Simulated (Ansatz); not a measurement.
Below is the output of a Python script on Ansatz's Python interface that makes a projected density of states of WC, space group Fm-3m. Write a script that gives it. Level of theory: r2SCAN, PAW, cutoff 500 eV, 12×12×12 k-points, Fermi-Dirac smearing of 0.1 eV.

```cif
data_structure
_symmetry_space_group_name_H-M 'P 1'
_symmetry_Int_Tables_number 1
_cell_length_a 3.1009
_cell_length_b 3.1009
_cell_length_c 3.1009
_cell_angle_alpha 60.000
_cell_angle_beta 60.000
_cell_angle_gamma 60.000
_cell_volume 21.08
loop_
_atom_site_label
_atom_site_type_symbol
_atom_site_fract_x
_atom_site_fract_y
_atom_site_fract_z
_atom_site_occupancy
W1 W 0.00000 0.00000 0.00000 1
C1 C 0.50000 0.50000 0.50000 1
```

```console
$ python pdos_wc.py
E-EF       W 5S     W 6S     W 5P     W 5D     C 2S     C 2P
 -6.0     0.001    0.006    0.045    1.503    0.023    1.286
 -5.5     0.001    0.003    0.011    0.669    0.011    0.518
 -5.0     0.001    0.002    0.007    0.401    0.007    0.339
 -4.5     0.000    0.001    0.005    0.256    0.005    0.248
 -4.0     0.000    0.001    0.004    0.184    0.003    0.194
 -3.5     0.000    0.000    0.002    0.093    0.001    0.105
 -3.0     0.000    0.000    0.003    0.143    0.002    0.115
 -2.5     0.000    0.002    0.004    0.293    0.006    0.209
 -2.0     0.000    0.004    0.003    0.372    0.009    0.181
 -1.5     0.000    0.006    0.002    0.447    0.011    0.157
 -1.0     0.000    0.008    0.001    0.528    0.011    0.135
 -0.5     0.000    0.010    0.001    0.617    0.013    0.146
  0.0     0.000    0.014    0.001    0.880    0.021    0.189
  0.5     0.000    0.008    0.001    0.641    0.019    0.133
  1.0     0.000    0.025    0.001    1.778    0.038    0.250
  1.5     0.000    0.022    0.001    1.128    0.024    0.202
  2.0     0.000    0.063    0.001    0.751    0.020    0.348
  2.5     0.000    0.059    0.003    2.512    0.018    0.562
  3.0     0.000    0.013    0.001    0.307    0.023    0.155
  3.5     0.000    0.023    0.001    0.264    0.036    0.152
  4.0     0.001    0.056    0.001    0.322    0.053    0.173
  4.5     0.001    0.042    0.001    0.272    0.056    0.162
  5.0     0.000    0.026    0.001    0.224    0.050    0.155
  5.5     0.002    0.063    0.001    0.323    0.140    0.152
  6.0     0.002    0.072    0.001    0.335    0.147    0.177
```

The script that was run (others could print the same):

`pdos_wc.py`
```python
"""Which atoms and shells make the states of WC."""

import sys

import ansatz as az
import numpy as np

structure = (
    az.Lattice.from_parameters(3.100923, 3.100923, 3.100923, alpha=60.0, beta=60.0, gamma=60.0)
    .atom("W", (0.0, 0.0, 0.0))
    .atom("C", (0.5, 0.5, 0.5))
)

calculation = (
    structure.calculation()
    .kpoints(12, 12, 12)
    .functional("r2scan")
    .basis(500)  # cutoff of the orbital basis
    .occupations(az.OccupationsMethod.FERMI_DIRAC, width=0.1)
    .scf(extra_bands=10)
    .density_of_states(projected=True, energy_step=0.1)
)
try:
    result = calculation.run(threads=1, pin="off")
except az.NonConvergedError as error:
    sys.exit(f"no convergence: {error}")
except az.RefusalError as error:
    sys.exit(f"input refused: {error}")
report = result.report

dos = result.density_of_states()
energy = np.asarray(dos.energies_ev) - dos.fermi_ev
curves = {}
for site in result.projected_density_of_states().sites:
    for shell in site.shells:
        weight = sum(np.sum(curve.g_bin_mean_per_ev, axis=0) for curve in shell.curves)
        name = f"{site.species} {shell.label}"
        curves[name] = curves.get(name, 0) + weight

print("E-EF   " + " ".join(f"{name:>8s}" for name in curves))
for e in np.arange(-6, 6 + 0.1, 0.5):
    print(f"{e:5.1f}  " + " ".join(f"{np.interp(e, energy, g):8.3f}" for g in curves.values()))
```

Reading the output:
- The mesh is modest for a metal, so energies can be off by several to tens of meV an atom and pressures by half a GPa or more; differences at equal mesh fare better.
- Spin-orbit coupling, which matters for elements this heavy, is left out.
- The structure comes from a database of computed cells and needn't be a stable or known phase.
- Curves are summed over the cell's atoms. Only shells that the potentials hold have channels, so projections don't add up to the total, least of all where a shell is missing (p of most metals); heights and places of peaks move with the mesh.
- The density of states is complete only as far up as bands were computed.
- By the engine's processor time: 2.7 s on 1 thread of Intel(R) Xeon(R) Processor @ 2.30GHz (shared host), peak memory 0.53 GiB.
